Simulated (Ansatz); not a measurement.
The system is LaBi2ClO4.

```
Bi La Cl O
1.0
     3.98890    0.00000    0.00000
     0.00000    3.98890    0.00000
     0.00000    0.00000    9.33319
Bi La Cl O
2 1 1 4
Direct
  0.50000 0.50000 0.72162
  0.50000 0.50000 0.27838
  0.00000 0.00000 0.00000
  0.00000 0.00000 0.50000
  0.50000 0.00000 0.83834
  0.50000 0.00000 0.16166
  0.00000 0.50000 0.83834
  0.00000 0.50000 0.16166
```

The cell is a database's computed one.

| Property | Result |
| --- | --- |
| Program | Ansatz 0.2.0 |
| Task | relaxation of cell and atoms |
| Functional | PBEsol |
| Potentials or basis | Ansatz PAW |
| Cutoff | 420 eV (not typed: the program's choice for these potentials) |
| k mesh | 7 × 7 × 3 |
| Occupations | fermi-dirac, width 0.05 eV |
| Spin | no spin polarisation |

At the start: volume 18.56 Å³/atom.

Task: Where does the relaxation end?

Result: It ends after 9 steps and the volume is 17.42 Å³/atom (-6.1 %); space group P4/mmm (No. 123, to 0.05 Å).

Step by step:
```tsv
step	energy change (eV)	largest force (eV/Å)	volume (Å³)
1	0.0000	0.3404	148.50
2	-0.0884	0.2577	137.50
3	-0.1230	0.0807	139.61
4	-0.1221	0.0947	140.20
5	-0.1246	0.0267	139.77
6	-0.1245	0.0010	139.83
7	-0.1097	0.0006	139.83
8	-0.1111	0.0017	139.38
9	-0.1100	0.0018	139.38
```

Final structure:
```
Bi La Cl O
1.0
     3.93409    0.00000    0.00000
     0.00000    3.93409    0.00000
     0.00000    0.00000    9.00560
Bi La Cl O
2 1 1 4
Cartesian
  1.9670 1.9670 6.4251
  1.9670 1.9670 2.5805
  0.0000 0.0000 0.0000
  0.0000 0.0000 4.5028
  1.9670 0.0000 7.5025
  1.9670 0.0000 1.5031
  0.0000 1.9670 7.5025
  0.0000 1.9670 1.5031
```

Caveat: the plane-wave basis is chosen anew once the cell has moved, so the energies of steps on either side of that aren't comparable; the pressure holds a Pulay correction of +0.4 GPa for the finite cutoff; the PAW data sets come from PBE, with cores solved anew for the run's functional, which leaves a small shift of forces and pressure.
